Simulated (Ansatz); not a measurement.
# H₄OPSb: a ladder of functionals and wavefunction methods

Aim: compute H₄OPSb with functionals from several rungs and with coupled cluster. The yardstick is the atomisation energy at the CCSD(T) limit.

Computed with Ansatz 0.2.0, Gaussian basis. Level: functionals in def2-TZVPP, the program's frozen cores in correlated methods.

The runs, in order: LDA (SPW92), PBE-D4, revPBE-D4, BLYP-D4, r2SCAN-D4, B97M-V, PBE0-D4, B3LYP-D4, r2SCANh-D4, r2SCAN0-D4, HSE06-D4, BHLYP-D4, CAM-B3LYP-D4, LC-ωPBE, ωB97X-V, ωB97M-V, B2PLYP, PBE-QIDH; CCSD(T)/def2-SVP; CCSD(T)/def2-TZVPP; MP2/def2-QZVPP; extrapolation to the limit; RPA on PBE.

## (1) The geometry

An earlier PBE0-D4 in a triple-zeta def2 set relaxation fixed the geometry. Sb takes the def2 core potential; no spin-orbit term is included.

SMILES `P[O][SbH2]`, 7 atoms, charge 0, spin multiplicity 1.

Atoms are counted from 1 here; the program's logs count them from 0.

Bond lengths: P1–O2 1.640 Å, P1–H4 1.427 Å, P1–H5 1.426 Å, O2–Sb3 1.985 Å, Sb3–H6 1.712 Å, Sb3–H7 1.718 Å. Angles: O2–P1–H4 99.6°, O2–P1–H5 99.2°, H4–P1–H5 92.0°, P1–O2–Sb3 119.5°, O2–Sb3–H6 91.6°, O2–Sb3–H7 94.8°, H6–Sb3–H7 90.4°.

## (2) LDA

This LDA is Slater exchange with PW92 correlation.

in.yaml reads:

```yaml
crystal:
  periodic: [false, false, false]
  atoms:
    - {symbol: P, position_ang: [-0.806748, 0.288563, -1.360578]}
    - {symbol: O, position_ang: [-0.314245, 0.132802, 0.195725]}
    - {symbol: Sb, position_ang: [1.617978, 0.272883, 0.628863]}
    - {symbol: H, position_ang: [-1.610782, -0.885068, -1.473371]}
    - {symbol: H, position_ang: [-1.952148, 1.113619, -1.156248]}
    - {symbol: H, position_ang: [1.281387, 0.428211, 2.299788]}
    - {symbol: H, position_ang: [1.845757, -1.419010, 0.820124]}
basis:
  gaussian: {orbitals: def2-TZVPP}
hamiltonian: {xc: lda}
output: {orbitals: {seedname: orbitals}}
```

On the command line:

```console
$ ansatz run in.yaml --threads 2 --pin off --events-out ev --progress --plain --max-ram 4352MiB
```

The runs that follow: PBE-D4 (GGA); revPBE-D4 (GGA); BLYP-D4 (GGA); r2SCAN-D4 (meta-GGA); B97M-V (meta-GGA); B3LYP-D4 (hybrid); r2SCANh-D4 (hybrid); r2SCAN0-D4 (hybrid); HSE06-D4 (hybrid); BHLYP-D4 (hybrid); CAM-B3LYP-D4 (range-separated); LC-ωPBE (range-separated); ωB97X-V (range-separated); ωB97M-V (range-separated); B2PLYP (double hybrid); PBE-QIDH (double hybrid); CCSD(T) in def2-SVP; CCSD(T) in def2-TZVPP; MP2 in def2-QZVPP; RPA on PBE orbitals.

Q: Predict the results of all the runs planned. Wanted: atomisation energy, CCSD(T)/CBS; farthest beyond LDA; mean size of error, GGA; mean size of error, meta-GGA; mean size of error, hybrid; mean size of error, range-separated; mean size of error, double hybrid; gap, smallest and largest; T1 diagnostic.

**Answer**, as computed:

```
                               quantity                                      value
        atomisation energy, CCSD(T)/CBS                             440.9 kcal/mol
functionals within 4.4 kcal/mol (1.0 %)    PBE-D4, B3LYP-D4, CAM-B3LYP-D4, ωB97M-V
                    farthest beyond LDA                  PBE-QIDH (-19.0 kcal/mol)
                mean size of error, GGA                               6.6 kcal/mol
           mean size of error, meta-GGA                               6.9 kcal/mol
             mean size of error, hybrid                              11.6 kcal/mol
    mean size of error, range-separated                               6.9 kcal/mol
      mean size of error, double hybrid                              13.8 kcal/mol
              gap, smallest and largest  3.12 eV (LDA (SPW92)), 10.07 eV (LC-ωPBE)
                          T1 diagnostic                                     0.0149
triples share of the correlation energy                                      3.4 %
```

**Reading.** The LDA atomisation energy is off by 76.7 kcal/mol (17 %): it overbinds. PBE-D4 is off by +4.2 kcal/mol. Double hybrids carry the basis error of their MP2 part in triple zeta, and no dispersion term here, so their miss is partly the set-up's. Taken by rung, GGA functionals do best (6.6 kcal/mol on average) and double hybrid ones worst beyond LDA (13.8 kcal/mol). The gap between the best rungs is small, so their order is not settled. The reference freezes the cores and leaves out spin-orbit coupling and excitations past (T), and its outer-core shells are covered unevenly, so misses under about 4.4 kcal/mol can't be ranked. All levels share the lack of spin-orbit coupling, which lowers the free heavy atoms and so the true binding. Hartree-Fock recovers 61 % of the binding; the rest is correlation. CCSD(T) in def2-SVP is off by -59.3 kcal/mol, more than most functionals: a good method in a small basis is no reference. Orbital gaps span 3.1 to 10.1 eV; exact exchange widens them. Correlated methods include outer-core shells of Sb, which these sets cover unevenly.
